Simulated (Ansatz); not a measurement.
# C4H7F3: up Jacob's ladder to CCSD(T)

The task here is to estimate one member of a computed series from the others.

The runs use Ansatz 0.2.0, Gaussian basis; functionals in def2-TZVPP, the program's frozen cores in correlated methods.

Levels to be run: LDA (SPW92), PBE-D4, revPBE-D4, BLYP-D4, r2SCAN-D4, B97M-V, PBE0-D4, B3LYP-D4, r2SCANh-D4, r2SCAN0-D4, HSE06-D4, BHLYP-D4, CAM-B3LYP-D4, LC-ωPBE, ωB97X-V, ωB97M-V, B2PLYP, PBE-QIDH; CCSD(T)/def2-SVP; MP2/def2-TZVPP; MP2/def2-QZVPP; RPA on PBE.

### The geometry

An earlier PBE0-D4 in a triple-zeta def2 set relaxation fixed the geometry.

SMILES `FCCC(F)CF`, 14 atoms, charge 0, spin multiplicity 1.

Atoms are counted from 1 here; the program's logs count them from 0.

Bond lengths: F1–C2 1.387 Å, C2–C3 1.507 Å, C2–H8 1.093 Å, C2–H9 1.093 Å, C3–C4 1.512 Å, C3–H10 1.093 Å, C3–H11 1.094 Å, C4–F5 1.390 Å, C4–C6 1.504 Å, C4–H12 1.097 Å, C6–F7 1.379 Å, C6–H13 1.095 Å, C6–H14 1.093 Å. Angles: F1–C2–C3 109.8°, F1–C2–H8 107.6°, F1–C2–H9 107.7°, C3–C2–H8 111.0°, C3–C2–H9 111.3°, H8–C2–H9 109.3°, C2–C3–C4 112.6°, C2–C3–H10 109.3°, C2–C3–H11 109.4°, C4–C3–H10 108.9°, C4–C3–H11 109.1°, H10–C3–H11 107.4°, C3–C4–F5 108.7°, C3–C4–C6 113.7°, C3–C4–H12 110.3°, F5–C4–C6 109.1°, F5–C4–H12 106.9°, C6–C4–H12 107.9° and more.

Set-up of the first run:

in.yaml reads:

```yaml
crystal:
  periodic: [false, false, false]
  atoms:
    - {symbol: F, position_ang: [-2.537195, 0.038481, -0.176573]}
    - {symbol: C, position_ang: [-1.623185, 1.030200, 0.149244]}
    - {symbol: C, position_ang: [-0.319413, 0.405029, 0.572886]}
    - {symbol: C, position_ang: [0.341654, -0.374424, -0.541762]}
    - {symbol: F, position_ang: [0.644159, 0.499425, -1.579466]}
    - {symbol: C, position_ang: [1.596461, -1.087284, -0.117842]}
    - {symbol: F, position_ang: [2.448792, -0.241593, 0.560913]}
    - {symbol: H, position_ang: [-2.054165, 1.624521, 0.959143]}
    - {symbol: H, position_ang: [-1.492098, 1.662667, -0.732267]}
    - {symbol: H, position_ang: [0.363812, 1.188956, 0.910758]}
    - {symbol: H, position_ang: [-0.495904, -0.263433, 1.421194]}
    - {symbol: H, position_ang: [-0.350237, -1.123013, -0.945971]}
    - {symbol: H, position_ang: [1.340348, -1.920313, 0.544870]}
    - {symbol: H, position_ang: [2.124070, -1.468519, -0.996126]}
basis:
  gaussian: {orbitals: def2-TZVPP}
hamiltonian: {xc: lda}
output: {orbitals: {seedname: orbitals}}
```

Run with:

```console
$ ansatz run in.yaml --threads 4 --pin off --events-out ev --progress --plain --max-ram 11315MiB
```

Steps of the session up to this table: LDA; PBE-D4 (GGA); revPBE-D4 (GGA); BLYP-D4 (GGA); r2SCAN-D4 (meta-GGA); B97M-V (meta-GGA); PBE0-D4 (hybrid); B3LYP-D4 (hybrid); r2SCANh-D4 (hybrid); r2SCAN0-D4 (hybrid); HSE06-D4 (hybrid); BHLYP-D4 (hybrid); CAM-B3LYP-D4 (range-separated); LC-ωPBE (range-separated); ωB97X-V (range-separated); ωB97M-V (range-separated); B2PLYP (double hybrid); PBE-QIDH (double hybrid).

One of the session's tables, all rows but one given; the rest of the session is left out.

It belongs to the step «Frontier levels by functional». 

| functional | HOMO (eV) | LUMO (eV) | gap (eV) |
| --- | --- | --- | --- |
| LDA (SPW92) | -7.85 | 0.08 | 7.93 |
| PBE-D4 | -7.68 | 0.30 | 7.98 |
| revPBE-D4 | ? | ? | ? |
| BLYP-D4 | -7.64 | 0.30 | 7.94 |
| r2SCAN-D4 | -8.04 | 0.95 | 8.99 |
| B97M-V | -8.23 | 0.52 | 8.75 |
| PBE0-D4 | -9.35 | 1.19 | 10.54 |
| B3LYP-D4 | -9.15 | 0.84 | 9.98 |
| r2SCANh-D4 | -8.66 | 1.26 | 9.92 |
| r2SCAN0-D4 | -9.59 | 1.67 | 11.26 |
| HSE06-D4 | -8.94 | 0.82 | 9.76 |
| BHLYP-D4 | -10.97 | 1.82 | 12.78 |
| CAM-B3LYP-D4 | -10.87 | 1.96 | 12.83 |
| LC-ωPBE | -12.15 | 3.30 | 15.44 |
| ωB97X-V | -11.82 | 3.10 | 14.93 |
| ωB97M-V | -11.74 | 2.67 | 14.41 |

**Question.** Estimate the row for revPBE-D4.

The run gave: HOMO (eV): -7.60; LUMO (eV): 0.40; gap (eV): 8.00. In the column «HOMO (eV)» it is the highest.
